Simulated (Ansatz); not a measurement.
Crystal: Ta4NiO11.

```
CELL_PARAMETERS angstrom
1.95495 -14.82973 0.00000
1.95495 14.82973 0.00000
0.00000 0.00000 3.88590
ATOMIC_POSITIONS crystal
Ta 0.20437 0.79563 0.00000
Ta 0.92451 0.07549 0.00000
Ta 0.07549 0.92451 0.00000
Ta 0.79563 0.20437 0.00000
Ni 0.50000 0.50000 0.00000
O 0.13987 0.86013 0.00000
O 0.72107 0.27893 0.00000
O 0.43645 0.56355 0.00000
O 0.56355 0.43645 0.00000
O 0.00000 0.00000 0.00000
O 0.86013 0.13987 0.00000
O 0.27893 0.72107 0.00000
O 0.92790 0.07210 0.50000
O 0.07210 0.92790 0.50000
O 0.79436 0.20564 0.50000
O 0.20564 0.79436 0.50000
```

The cell was built by a generator and needn't be a form met in nature.

Base run:

* Program: Ansatz 0.2.0
* Functional: LDA
* Potentials or basis: all-electron LAPW, scalar-relativistic
* Cutoff: 454 eV
* Density cutoff: 1818 eV
* Basis error allowed: 0.003 eV/atom
* k mesh: 5 × 5 × 5
* Occupations: fermi-dirac, width 0.05 eV
* Spin: collinear spin, ferromagnetic start
* Starting moments: [0.0, 0.0, 0.0, 0.0, 1.0, 0.0, 0.0, 0.0, 0.0, 0.0, 0.0, 0.0, 0.0, 0.0, 0.0, 0.0] μB

Its results: pressure -9.8 GPa; net moment 0.40 μB per cell; site moments Ta -0.00; Ni +0.31; O -0.00, +0.07, +0.00 μB; largest force 0.464 eV/Å.

**Question.** The run is repeated on the same cell with these changes: functional from LDA to PBE. What comes out?

**Answer.** Pressure -0.1 GPa; net moment 0.40 μB per cell; site moments Ta +0.00, -0.00; Ni +0.33; O -0.00, +0.06, +0.00 μB; largest force 0.106 eV/Å.

PBE binds less tightly than LDA, so the same cell stands under more pressure.

Caveats: the k mesh is thin for a metal, which can move the energy by tens of meV per atom; a cell with one magnetic atom can't hold antiferromagnetic order, which such compounds often take (some runs).

Not every run made on this cell is shown here.
